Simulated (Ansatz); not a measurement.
# C2H3BCl2: small, medium and large basis sets

An exercise on one series of results from a longer session: the logs are not shown, and one member is left open.

The runs use Ansatz 0.2.0, Gaussian basis; one geometry, several basis sets.

Levels to be run: PBE0-D4/def2-SVP; ωB97M-V/def2-SVP; PBE0-D4/def2-QZVPP; ωB97M-V/def2-QZVPP; the functionals' def2-TZVPP values are taken from earlier runs.

## Structure used throughout

The geometry comes from an earlier relaxation with PBE0-D4 in a triple-zeta def2 set; it is a stationary point, not always the lowest conformer.

8 atoms, charge 0, spin multiplicity 1.

Atoms are counted from 1 here; the program's logs count them from 0.

Bond lengths: C1–C2 1.334 Å, C1–H6 1.085 Å, C1–H7 1.086 Å, C2–B3 1.537 Å, C2–H8 1.087 Å, B3–Cl4 1.750 Å, B3–Cl5 1.751 Å. Angles: C2–C1–H6 122.1°, C2–C1–H7 121.2°, H6–C1–H7 116.7°, C1–C2–B3 123.3°, C1–C2–H8 118.7°, B3–C2–H8 118.0°, C2–B3–Cl4 119.9°, C2–B3–Cl5 122.1°, Cl4–B3–Cl5 118.0°.

Set-up of the first run:

Contents of in.yaml:

```yaml
crystal:
  periodic: [false, false, false]
  atoms:
    - {symbol: C, position_ang: [0.484112, 0.923313, 0.802010]}
    - {symbol: C, position_ang: [-0.057768, -0.256781, 0.495643]}
    - {symbol: B, position_ang: [-0.365570, -0.696181, -0.944710]}
    - {symbol: Cl, position_ang: [-1.076716, -2.266818, -1.244401]}
    - {symbol: Cl, position_ang: [-0.026952, 0.330345, -2.322864]}
    - {symbol: H, position_ang: [0.693062, 1.212770, 1.827054]}
    - {symbol: H, position_ang: [0.737714, 1.642960, 0.029878]}
    - {symbol: H, position_ang: [-0.295680, -0.946809, 1.301689]}
basis:
  gaussian: {orbitals: def2-SVP}
hamiltonian: {xc: pbe0, dispersion: d4}
output: {orbitals: {seedname: orbitals}}
```

Started as:

```
$ ansatz run in.yaml --threads 4 --pin off --events-out ev --progress --plain --max-ram 10444MiB
```

Among the steps run: PBE0-D4 in def2-SVP; ωB97M-V in def2-SVP; PBE0-D4 in def2-QZVPP; ωB97M-V in def2-QZVPP.

One of the session's tables, all rows but one given; the rest of the session is left out.

It belongs to the step «Density functionals: the series». 

```
functional       basis  HOMO (eV)  LUMO (eV)
   PBE0-D4    def2-SVP      -8.46      -2.00
   PBE0-D4  def2-TZVPP      -8.54      -2.19
   PBE0-D4  def2-QZVPP      -8.56      -2.24
   ωB97M-V    def2-SVP     -10.65       0.15
   ωB97M-V  def2-TZVPP          ?          ?
   ωB97M-V  def2-QZVPP     -10.76      -0.17
```

Estimate the missing values for ωB97M-V, def2-TZVPP.

As computed: HOMO (eV): -10.74; LUMO (eV): -0.10. In the column «HOMO (eV)» it lies between ωB97M-V, def2-QZVPP (-10.76) and ωB97M-V, def2-SVP (-10.65).
